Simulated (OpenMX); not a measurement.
A run of OpenMX 3.8.5 is set up as follows.

The input run.py:

```python
from ase.io import read
from ase.calculators.openmx import OpenMX

atoms = read('POSCAR')

def calculator():
    omx = OpenMX(
        label='NbSi',
        command='openmx',
        nohup=True,
        xc='GGA-PBE',
        kpts=(7, 7, 7),
        system_currentdirectory='./',
        data_path='./DFT_DATA13',
        level_of_fileout=0,
        definition_of_atomic_species=[['Nb', 'Nb7.0-s3p2d2', 'Nb_PBE13'], ['Si', 'Si7.0-s2p2d1', 'Si_PBE13']],
        atoms_speciesandcoordinates_unit='Ang',
        atoms_speciesandcoordinates=[['1', 'Nb', '0', '0', '0', 6.5, 6.5], ['2', 'Si', '0', '0', '0', 2.0, 2.0]],
        scf_spinpolarization='off',
        scf_electronictemperature=580.226,
        scf_energycutoff=400.0,
        scf_maxiter=100,
        scf_eigenvaluesolver='band',
        scf_mixing_type='rmm-diisk',
        scf_init_mixing_weight=0.05,
        scf_min_mixing_weight=0.001,
        scf_max_mixing_weight=0.3,
        scf_mixing_history=25,
        scf_mixing_startpulay=8,
        scf_criterion=1e-08,
    )
    return omx

atoms.calc = calculator()
print('stress_eV_A3', atoms.get_stress().round(8).tolist())
print('forces_eV_A', atoms.get_forces().round(6).tolist())
print('energy_eV', round(atoms.get_potential_energy(), 6))
```

The input POSCAR:

```
NbSi
1.0
    0.0000000000      2.5738300000      2.5738300000
    2.5738300000      0.0000000000      2.5738300000
    2.5738300000      2.5738300000      0.0000000000
Nb Si
1 1
Direct
    0.0000000000      0.0000000000      0.0000000000
    0.5000000000      0.5000000000      0.5000000000
```

Potentials or basis: OpenMX 2013 PBE set, Nb7.0-s3p2d2, Si7.0-s2p2d1, grid cutoff 400 Ry.

The run is started by

```sh
$ python run.py > run.log
```

(1) Predict the Mulliken charges.

(2) Predict the band gap on the k mesh.

(3) Estimate the pressure.

## Answers

(1) Nb -0.51; Si +0.51 e.

(2) none (metal or under the smearing width).

(3) 1.3 GPa.

Caveat: the basis of atomic orbitals isn't converged, which shifts pressures, moduli and gaps.
